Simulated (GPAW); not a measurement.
The system is AlFe3B.

```
Fe Al B
1.0
     3.82232    0.00000    0.00000
     0.00000    3.82232    0.00000
     0.00000    0.00000    3.82232
Fe Al B
3 1 1
Direct
  0.00000 0.00000 0.50000
  0.00000 0.50000 0.00000
  0.50000 0.00000 0.00000
  0.50000 0.50000 0.50000
  0.00000 0.00000 0.00000
```

The cell comes from a database or a generator and needn't be the stable form of this composition.

Base run:

* Program: GPAW 26.7.0
* Functional: PBEsol
* Potentials or basis: PAW data sets generated in the run's folder for this functional
* Cutoff: 800 eV
* Basis: pw
* k mesh: 7 × 7 × 7
* Occupations: fermi-dirac, width 0.05 eV
* Spin: collinear spin, ferromagnetic start
* Starting moments: [3.0, 3.0, 3.0, 0.0, 0.0] μB

Its results: pressure -5.6 GPa; net moment 4.12 μB per cell; site moments Fe +1.47; Al -0.07; B -0.05 μB.

**Question.** The run is repeated on the same cell with these changes: hubbard terms from none to Fe d U = 4 eV. What comes out?

**Answer.** Pressure 17.9 GPa; net moment 7.59 μB per cell; site moments Fe +2.75; Al -0.13; B -0.09 μB.

Caveats: the U is typed as a test and isn't derived for this compound (some runs).

Not every run made on this cell is shown here.
